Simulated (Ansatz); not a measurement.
# BeH: the cost of one run

Computed with Ansatz 0.2.0 (DFT PBE, scalar-relativistic, plane waves, PAW, unless a step's input says otherwise).

## 1. The starting structure

The structure is orthorhombic, space group Cmmm (No. 65). Conventional cell: a = 4.628 Å, b = 5.368 Å, c = 4.476 Å, α = 90.00°, β = 90.00°, γ = 90.00°. Around Be (site symmetry m) lie 2 Be at 1.78 to 1.83 Å and 2 H at 1.85 Å. H (site symmetry m) is surrounded by 1 H at 0.99 Å.

Structure file:

```
CELL_PARAMETERS angstrom
2.31399 -2.68398 0.00000
2.31399 2.68398 0.00000
0.00000 0.00000 4.47595
ATOMIC_POSITIONS crystal
Be 0.30217 0.30217 0.30078
Be 0.69783 0.69783 0.30078
Be 0.30217 0.30217 0.69922
Be 0.69783 0.69783 0.69922
H 0.94038 0.27372 0.00000
H 0.72628 0.05962 0.00000
H 0.05962 0.72628 0.00000
H 0.27372 0.94038 0.00000
```

This is candidate A: random cell with space group Cmmm (No. 65).

## 2. Coarse relaxation (candidate A)

Input file input.yaml:

```yaml
crystal:
  lattice:
    - [2.3139894675, -2.6839821315, 0.0]
    - [2.3139894675, 2.6839821315, 0.0]
    - [0.0, 0.0, 4.475948832]
  atoms:
    - { symbol: Be, position: [0.302170898, 0.302170898, 0.3007848411] }
    - { symbol: Be, position: [0.697829102, 0.697829102, 0.3007848411] }
    - { symbol: Be, position: [0.302170898, 0.302170898, 0.6992151589] }
    - { symbol: Be, position: [0.697829102, 0.697829102, 0.6992151589] }
    - { symbol: H, position: [0.9403840202, 0.2737173535, 0.0] }
    - { symbol: H, position: [0.7262826465, 0.0596159798, 0.0] }
    - { symbol: H, position: [0.0596159798, 0.7262826465, 0.0] }
    - { symbol: H, position: [0.2737173535, 0.9403840202, 0.0] }
basis:
  ecutwfc: 420
kpoints:
  mp_grid: { grid: [6, 6, 4] }
hamiltonian:
  xc: pbe
scf:
  occupations: { method: gaussian, width: 0.1 }
  lower_state_search: "off"
output:
  forces: true
  stress: true
  eigenvalues: true
relax:
  adjacent_minimum: "off"
  f_tol: 0.04
  max_steps: 70
  cell: { stress_tol: 0.4 }
```

Run with:

```sh
$ ansatz run input.yaml --threads 1 --pin off --max-ram 2560MiB --backend cpu --events-out ev --progress --plain --runs-dir out
```

Q: Estimate wall time and peak memory on 1 thread of Intel Xeon 6975P-C (Granite Rapids), shared host.

About 27 s, with a peak of 0.39 GiB.
